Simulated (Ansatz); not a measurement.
# BaH: the cost of one run

Program: Ansatz 0.2.0. Level of theory: DFT PBE, scalar-relativistic, plane waves, PAW. These are calculated values, not measurements.

### 1 The system as given

The structure is hexagonal, space group P6_3/mmc (No. 194). The conventional cell has a = 3.851 Å, b = 3.851 Å, c = 12.978 Å, α = 90.00°, β = 90.00°, γ = 120.00°. Around Ba (site symmetry -3m) lie 6 H at 2.75 Å. Around Ba (site symmetry -6m2) lie 6 H at 2.75 Å. H (site symmetry 3m) has 6 Ba at 2.75 Å as nearest neighbours.

As a file:

```cif
data_structure
_symmetry_space_group_name_H-M 'P6_3/mmc'
_symmetry_Int_Tables_number 194
_cell_length_a 3.8511
_cell_length_b 3.8511
_cell_length_c 12.9777
_cell_angle_alpha 90.000
_cell_angle_beta 90.000
_cell_angle_gamma 120.000
_cell_volume 166.68
loop_
_atom_site_label
_atom_site_type_symbol
_atom_site_symmetry_multiplicity
_atom_site_Wyckoff_symbol
_atom_site_fract_x
_atom_site_fract_y
_atom_site_fract_z
_atom_site_occupancy
Ba1 Ba 2 a 0.00000 0.00000 0.00000 1
Ba2 Ba 2 d 0.33333 0.66667 0.75000 1
H1 H 4 f 0.33333 0.66667 0.12500 1
```

Recipe of the guess: species swapped into a database cell of TiAs (P6_3/mmc, No. 194), with H on the Ti sites and Ba on the As sites. Its size is a rough estimate.

### 2 A first look at the guess

File input.yaml:

```yaml
crystal:
  lattice:
    - [3.85109259, 0.0, 0.0]
    - [-1.9255463, 3.33514402, 0.0]
    - [0.0, 0.0, 12.97765464]
  atoms:
    - { symbol: Ba, position: [0.0, 0.0, 0.0] }
    - { symbol: Ba, position: [0.0, 0.0, 0.5] }
    - { symbol: Ba, position: [0.33333333, 0.66666667, 0.75] }
    - { symbol: Ba, position: [0.66666667, 0.33333333, 0.25] }
    - { symbol: H, position: [0.33333333, 0.66666667, 0.125] }
    - { symbol: H, position: [0.66666667, 0.33333333, 0.625] }
    - { symbol: H, position: [0.33333333, 0.66666667, 0.375] }
    - { symbol: H, position: [0.66666667, 0.33333333, 0.875] }
basis:
  ecutwfc: 420
kpoints:
  mp_grid: { grid: [6, 6, 2] }
hamiltonian:
  xc: pbe
scf:
  occupations: { method: gaussian, width: 0.1 }
  lower_state_search: "off"
output:
  forces: true
  stress: true
  eigenvalues: true
```

Launch:

```
> ansatz run input.yaml --threads 1 --pin off --max-ram 2048MiB --backend cpu --events-out ev --progress --plain --runs-dir out
```

What time and memory should one allow on 1 thread of AMD EPYC 7B13 (Zen 3), shared host?

About 3.1 s, with a peak of 0.46 GiB.
